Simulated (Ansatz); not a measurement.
**Cl2HO2Ta: a ladder of functionals and wavefunction methods**

The task here is to estimate one member of a computed series from the others.

Program: Ansatz 0.2.0, Gaussian basis. Level of theory: functionals in def2-TZVPP, the program's frozen cores in correlated methods. These are calculated values, not measurements.

Plan: LDA (SPW92), PBE-D4, revPBE-D4, BLYP-D4, r2SCAN-D4, B97M-V, PBE0-D4, B3LYP-D4, r2SCANh-D4, r2SCAN0-D4, HSE06-D4, BHLYP-D4, CAM-B3LYP-D4, LC-ωPBE, ωB97X-V, ωB97M-V, B2PLYP, PBE-QIDH; CCSD(T)/def2-SVP; CCSD(T)/def2-TZVPP; MP2/def2-QZVPP; extrapolation to the limit; RPA on PBE.

### The geometry

The geometry comes from an earlier relaxation with PBE0-D4 in a triple-zeta def2 set; it is a stationary point. Ta takes the def2 core potential; no spin-orbit term is included.

6 atoms, charge 0, spin multiplicity 1.

Atoms are counted from 1 here; the program's logs count them from 0.

Bond lengths: O1–Ta2 1.706 Å, Ta2–O3 1.887 Å, Ta2–Cl4 2.297 Å, Ta2–Cl5 2.297 Å, O3–H6 0.959 Å. Angles: O1–Ta2–O3 105.2°, O1–Ta2–Cl4 109.2°, O1–Ta2–Cl5 109.2°, O3–Ta2–Cl4 111.0°, O3–Ta2–Cl5 111.0°, Cl4–Ta2–Cl5 111.1°, Ta2–O3–H6 130.1°.

The first run:

The input, in.yaml:

```yaml
crystal:
  periodic: [false, false, false]
  atoms:
    - {symbol: O, position_ang: [-1.857222, -0.684780, 0.318767]}
    - {symbol: Ta, position_ang: [-0.390016, 0.053216, -0.143981]}
    - {symbol: O, position_ang: [0.934618, -0.771514, 0.917319]}
    - {symbol: Cl, position_ang: [-0.019052, -0.340807, -2.376432]}
    - {symbol: Cl, position_ang: [-0.508744, 2.305561, 0.291377]}
    - {symbol: H, position_ang: [1.882417, -0.625676, 0.946751]}
basis:
  gaussian: {orbitals: def2-TZVPP}
hamiltonian: {xc: lda}
output: {orbitals: {seedname: orbitals}}
```

Started as:

```sh
> ansatz run in.yaml --threads 4 --pin off --events-out ev --progress --plain --max-ram 10444MiB
```

Among the steps run: LDA; PBE-D4 (GGA); revPBE-D4 (GGA); BLYP-D4 (GGA); r2SCAN-D4 (meta-GGA); B97M-V (meta-GGA); B3LYP-D4 (hybrid); r2SCANh-D4 (hybrid); r2SCAN0-D4 (hybrid); HSE06-D4 (hybrid); BHLYP-D4 (hybrid); CAM-B3LYP-D4 (range-separated); LC-ωPBE (range-separated); ωB97X-V (range-separated); ωB97M-V (range-separated); B2PLYP (double hybrid); PBE-QIDH (double hybrid).

One table of the session follows, with a row left open; its other results are not shown here.

It belongs to the step «Frontier levels by functional». 

| functional | HOMO (eV) | LUMO (eV) | gap (eV) |
| --- | --- | --- | --- |
| LDA (SPW92) | -8.18 | -3.30 | 4.88 |
| PBE-D4 | ? | ? | ? |
| revPBE-D4 | -7.91 | -2.94 | 4.97 |
| BLYP-D4 | -7.82 | -2.92 | 4.90 |
| r2SCAN-D4 | -8.36 | -2.92 | 5.44 |
| B97M-V | -8.40 | -2.87 | 5.53 |
| PBE0-D4 | -9.45 | -2.26 | 7.19 |
| B3LYP-D4 | -9.16 | -2.47 | 6.69 |
| r2SCANh-D4 | -8.90 | -2.62 | 6.27 |
| r2SCAN0-D4 | -9.71 | -2.17 | 7.53 |
| HSE06-D4 | -9.04 | -2.63 | 6.41 |
| BHLYP-D4 | -10.76 | -1.32 | 9.44 |
| CAM-B3LYP-D4 | -10.82 | -1.18 | 9.64 |
| LC-ωPBE | -12.23 | -0.01 | 12.22 |
| ωB97X-V | -11.84 | -0.09 | 11.75 |
| ωB97M-V | -11.70 | -0.15 | 11.55 |

**Question.** Estimate the row for PBE-D4.

As computed: HOMO (eV): -7.98; LUMO (eV): -3.04; gap (eV): 4.94. In the column «HOMO (eV)» it lies between LDA (SPW92) (-8.18) and revPBE-D4 (-7.91).
